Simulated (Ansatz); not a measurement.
# FH₃NOPSn: a ladder of functionals and wavefunction methods

Aim: compute FH₃NOPSn with functionals from several rungs and with coupled cluster, and see how far each lands from CCSD(T) at the basis-set limit for the atomisation energy.

Method: functionals in def2-TZVPP, the program's frozen cores in correlated methods; program: Ansatz 0.2.0, Gaussian basis.

Plan: LDA (SPW92), PBE-D4, revPBE-D4, BLYP-D4, r2SCAN-D4, B97M-V, PBE0-D4, B3LYP-D4, r2SCANh-D4, r2SCAN0-D4, HSE06-D4, BHLYP-D4, CAM-B3LYP-D4, LC-ωPBE, ωB97X-V, ωB97M-V, B2PLYP, PBE-QIDH; CCSD(T)/def2-SVP; CCSD(T)/def2-TZVPP; MP2/def2-QZVPP; extrapolation to the limit; RPA on PBE.

## 1. The relaxed structure

All runs share one geometry, relaxed beforehand with PBE0-D4 in a triple-zeta def2 set. Sn takes the def2 core potential; no spin-orbit term is included.

SMILES `[F][SnH]1[NH]P[O]1`, 8 atoms, charge 0, spin multiplicity 1.

Atoms are counted from 1 here; the program's logs count them from 0.

Bond lengths: F1–Sn2 1.911 Å, Sn2–N3 2.021 Å, Sn2–O5 1.985 Å, Sn2–H6 1.692 Å, N3–P4 1.741 Å, N3–H7 1.011 Å, P4–O5 1.657 Å, P4–H8 1.433 Å. Angles: F1–Sn2–N3 112.2°, F1–Sn2–O5 110.0°, F1–Sn2–H6 105.3°, N3–Sn2–O5 76.4°, N3–Sn2–H6 129.4°, O5–Sn2–H6 120.8°, Sn2–N3–P4 93.0°, Sn2–N3–H7 121.5°, P4–N3–H7 116.7°, N3–P4–O5 93.6°, N3–P4–H8 97.3°, O5–P4–H8 97.5°, Sn2–O5–P4 97.0°.

## 2. LDA

This LDA is Slater exchange with PW92 correlation.

Input file in.yaml:

```yaml
crystal:
  periodic: [false, false, false]
  atoms:
    - {symbol: F, position_ang: [-1.039178, 2.102811, -0.795894]}
    - {symbol: Sn, position_ang: [-0.222379, 0.939310, 0.480983]}
    - {symbol: N, position_ang: [1.084130, -0.340953, -0.379092]}
    - {symbol: P, position_ang: [0.006751, -1.697610, -0.210076]}
    - {symbol: O, position_ang: [-1.177514, -0.800671, 0.523442]}
    - {symbol: H, position_ang: [-0.049575, 1.868340, 1.884322]}
    - {symbol: H, position_ang: [2.022361, -0.458633, -0.021544]}
    - {symbol: H, position_ang: [-0.532298, -1.669794, -1.537940]}
basis:
  gaussian: {orbitals: def2-TZVPP}
hamiltonian: {xc: lda}
output: {orbitals: {seedname: orbitals}}
```

The runs that follow: PBE-D4 (GGA); revPBE-D4 (GGA); BLYP-D4 (GGA); r2SCAN-D4 (meta-GGA); B97M-V (meta-GGA); PBE0-D4 (hybrid); B3LYP-D4 (hybrid); r2SCANh-D4 (hybrid); r2SCAN0-D4 (hybrid); HSE06-D4 (hybrid); BHLYP-D4 (hybrid); CAM-B3LYP-D4 (range-separated); LC-ωPBE (range-separated); ωB97X-V (range-separated); ωB97M-V (range-separated); B2PLYP (double hybrid); PBE-QIDH (double hybrid); CCSD(T) in def2-SVP; CCSD(T) in def2-TZVPP; MP2 in def2-QZVPP; RPA on PBE orbitals.

Before running them: what should the planned runs give, taken together? Wanted: atomisation energy, CCSD(T)/CBS; farthest beyond LDA; mean size of error, GGA; mean size of error, meta-GGA; mean size of error, hybrid; mean size of error, range-separated; mean size of error, double hybrid; gap, smallest and largest; T1 diagnostic.

**Answer**, as computed:

| quantity | value |
| --- | --- |
| atomisation energy, CCSD(T)/CBS | 26.435 eV |
| functionals within 0.264 eV (1.0 %) | BLYP-D4, B97M-V, CAM-B3LYP-D4, ωB97X-V, ωB97M-V |
| farthest beyond LDA | BHLYP-D4 (-1.845 eV) |
| mean size of error, GGA | 0.327 eV |
| mean size of error, meta-GGA | 0.236 eV |
| mean size of error, hybrid | 0.949 eV |
| mean size of error, range-separated | 0.222 eV |
| mean size of error, double hybrid | 0.852 eV |
| gap, smallest and largest | 2.89 eV (LDA (SPW92)), 9.82 eV (LC-ωPBE) |
| T1 diagnostic | 0.0157 |
| triples share of the correlation energy | 3.7 % |

What this shows: The LDA atomisation energy is off by 4.938 eV (19 %): it overbinds. PBE-D4 misses by +0.511 eV. Double hybrids carry the basis error of their MP2 part in triple zeta, and no dispersion term here, so their miss is partly the set-up's. The rungs range-separated, meta-GGA miss on average by less than the doubt on the reference (0.264 eV), so they tie. Misses under about 0.264 eV are within the doubt on the reference itself, which lacks core-valence correlation, spin-orbit coupling and higher excitations, and its outer-core shells are covered unevenly. All levels share the lack of spin-orbit coupling, which lowers the free heavy atoms and so the true binding. Hartree-Fock recovers 58 % of the binding; the rest is correlation. CCSD(T) in def2-SVP is off by -3.714 eV, worse than the median functional, from the basis alone. The gap grows from 2.9 to 9.8 eV across the functionals, mostly with the share of exact exchange. Correlated methods include outer-core shells of Sn, which these sets cover unevenly.
